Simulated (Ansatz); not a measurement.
Run this with Ansatz 0.2.0 through its Python package and show what comes out.

The script, `ase_relax.py`:
```python
"""ASE drives the relaxation of ZrNbN2."""

import warnings

import ansatz
from ase import Atoms
from ase.calculators.calculator import Calculator, all_changes
from ase.optimize import LBFGS
import numpy as np


class AnsatzEngine(Calculator):
    implemented_properties = ["energy", "free_energy", "forces"]

    def calculate(self, atoms=None, properties=("energy",), system_changes=all_changes):
        super().calculate(atoms, properties, system_changes)
        bare = self.atoms.copy()
        bare.set_constraint()
        bare.set_momenta(None)
        job = (
            ansatz.Crystal.from_ase(bare).calculation()
            .functional("r2scan")
            .basis(500)
            .kpoints(7, 7, 7)
            .occupations("cold", width=0.1)
            .forces()
        )
        report = job.run(threads=1).report
        self.results["free_energy"] = report["lagrangian_ev"]
        self.results["energy"] = report.get("lagrangian_sigma0_ev", report["lagrangian_ev"])
        self.results["forces"] = np.array(report["forces_ev_ang"])


def main() -> None:
    warnings.simplefilter("ignore")
    atoms = Atoms(
        ["Zr", "Nb", "N", "N"],
        cell=[[1.61160106, 0.9304583, 5.17270255], [-1.61160106, 0.9304583, 5.17270255], [0.0, -1.86091661, 5.17270255]],
        scaled_positions=[
            [0.5, 0.5, 0.5],
            [0.0, 0.0, 0.0],
            [0.749217, 0.749217, 0.749217],
            [0.250783, 0.250783, 0.250783],
        ],
        pbc=True,
    )
    atoms.rattle(0.1, seed=75)
    atoms.calc = AnsatzEngine()
    before = atoms.get_potential_energy(), atoms.get_volume()
    optimiser = LBFGS(atoms, logfile=None)


    def tell():
        fmax = np.linalg.norm(atoms.get_forces(), axis=1).max()
        print(f"step {optimiser.nsteps:2d}  E = {atoms.get_potential_energy():.5f} eV  fmax = {fmax:.4f}  V = {atoms.get_volume():.3f} A^3")


    optimiser.attach(tell)
    met = optimiser.run(fmax=0.02, steps=12)
    print("threshold met:", bool(met), " energy gained:", round(before[0] - atoms.get_potential_energy(), 5), "eV")
    print("cell lengths and angles:", np.round(atoms.cell.cellpar(), 3))
    print(np.round(atoms.get_scaled_positions(), 4))


if __name__ == "__main__":
    main()
```

```console
$ python ase_relax.py
step  0  E = -9534.04170 eV  fmax = 2.3524  V = 46.540 A^3
step  1  E = -9534.17728 eV  fmax = 1.7134  V = 46.540 A^3
step  2  E = -9534.36459 eV  fmax = 0.5989  V = 46.540 A^3
step  3  E = -9534.38360 eV  fmax = 0.4452  V = 46.540 A^3
step  4  E = -9534.39265 eV  fmax = 0.3496  V = 46.540 A^3
step  5  E = -9534.40040 eV  fmax = 0.2275  V = 46.540 A^3
step  6  E = -9534.40436 eV  fmax = 0.1647  V = 46.540 A^3
step  7  E = -9534.40558 eV  fmax = 0.1126  V = 46.540 A^3
step  8  E = -9534.40619 eV  fmax = 0.0849  V = 46.540 A^3
step  9  E = -9534.40665 eV  fmax = 0.0616  V = 46.540 A^3
step 10  E = -9534.40684 eV  fmax = 0.0401  V = 46.540 A^3
step 11  E = -9534.40690 eV  fmax = 0.0272  V = 46.540 A^3
step 12  E = -9534.40693 eV  fmax = 0.0176  V = 46.540 A^3
threshold met: True  energy gained: 0.36523 eV
cell lengths and angles: [ 5.497  5.497  5.497 34.095 34.095 34.095]
[[0.5276 0.4807 0.4967]
 [0.0281 0.9813 0.9966]
 [0.7772 0.7311 0.7463]
 [0.2781 0.2316 0.2468]]
```

Reading the output:
- Absolute energies stand on the zero of these potentials, so only differences at equal settings mean something. A total without «per atom» is that of the cell as typed.
- Spin is left out of this run.
- For a metal this k-point mesh is coarse: on a finer one energies can move by several to tens of meV an atom and pressures by half a GPa or more, differences at one mesh by less.
- This cell is a computed structure, which may not be the phase found in nature.
- Timing: 15 min on 1 thread of Arm Neoverse N1 (shared host), peak memory 0.73 GiB.
